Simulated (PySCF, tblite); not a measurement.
# C7H9Ga: geometry, infrared bands and NMR shifts

What infrared bands and NMR shifts should C7H9Ga (`CC#CC#[C][Ga]([CH3])[CH3]`) show?

The runs use tblite 0.8.0 and PySCF 2.14.0, with density-fitted response routines of our own; the level of theory stands in each step. All values are computed, except where a source is named. Atoms are numbered from 0 throughout.

## Step 1: The starting structure

17 atoms, charge 0, multiplicity 1; geometry from: force field or distance geometry start.

Bonds of the start (Å): C0–C1 1.48, C1–C2 1.19, C2–C3 1.43, C3–C4 1.22, C4–Ga5 2.17, Ga5–C6 2.19, Ga5–C7 2.04, C0–H8 1.10, C0–H9 1.11, C0–H10 1.09, C6–H11 1.07, C6–H12 1.10, C6–H13 1.09, C7–H14 1.10, C7–H15 1.13, C7–H16 1.13.

## Step 2: Optimising the geometry with GFN2-xTB

Job settings and geometry (Å):

```
{"job": {"kind": "relax", "xc": "GFN2-xTB", "basis": "xTB"}, "charge": 0, "multiplicity": 1}
C      4.977600    -0.652400     0.068800
C      3.522000    -0.420200     0.189900
C      2.351500    -0.231800     0.319100
C      0.942800    -0.011500     0.454300
C     -0.250700     0.177200     0.589800
Ga    -2.384900     0.532700     0.755100
C     -2.950000     2.385300    -0.272600
C     -3.246000    -1.295800     0.472100
H      5.320100    -0.049200    -0.781900
H      5.071800    -1.745400    -0.105300
H      5.511200    -0.445600     1.001700
H     -2.686800     1.845900    -1.155900
H     -3.932600     2.217300     0.190800
H     -2.170200     2.836700     0.340400
H     -2.382200    -1.859900     0.086500
H     -3.654500    -1.876300     1.355400
H     -4.046100    -1.395000    -0.324800
```

Started as:

```
OMP_NUM_THREADS=1 python probes_run.py task.json out
```

One launch serves the whole session: the jobs run in the order shown.

**Question.** This job is followed by: GFN2-xTB harmonic vibrations, gas phase; GIAO PBE0/pcSseg-1 NMR shielding, non-relativistic, gas phase. What will the session give for the following? strongest single infrared mode (GFN2-xTB); zero-point energy (GFN2-xTB); 13C shifts against TMS (PBE0/pcSseg-1, means over atoms taken as alike); 1H shifts against TMS (PBE0/pcSseg-1, means over atoms taken as alike); shieldings of Ga (PBE0/pcSseg-1).

As calculated:

| quantity | value |
| --- | --- |
| strongest single infrared mode (GFN2-xTB) | 662 cm⁻¹, 208 km/mol |
| zero-point energy (GFN2-xTB) | 76.8 kcal/mol |
| 13C shifts against TMS (PBE0/pcSseg-1, means over atoms taken as alike) | 105.1, 99.3, 83.5, 73.1, 5.8, 3.4 ppm |
| 1H shifts against TMS (PBE0/pcSseg-1, means over atoms taken as alike) | 2.18, 0.53 ppm |
| shieldings of Ga (PBE0/pcSseg-1) | Ga5 1185.4 ppm |

In words: Over 79 steps the energy fell by 1.762 eV; of the close pairs, C4–Ga5 changed most, 2.170 to 1.968 Å. The lowest mode is slightly imaginary (17i cm⁻¹), a soft motion within the noise of the Hessian, so the minimum is not strictly shown. The strongest single mode, at 662 cm⁻¹, has its largest shares on H12, H14, H16 and H13 (the list is cut at 4 atoms). Unscaled tight-binding wavenumbers are off by several per cent, some by more. Its intensities can rank the bands wrongly. At PBE0/pcSseg-1: The widest tensor belongs to Ga5: span 477 ppm, with a paramagnetic part of -1455 ppm. Spin-orbit coupling is left out, which matters for shieldings and couplings at and beside the heavy atoms.
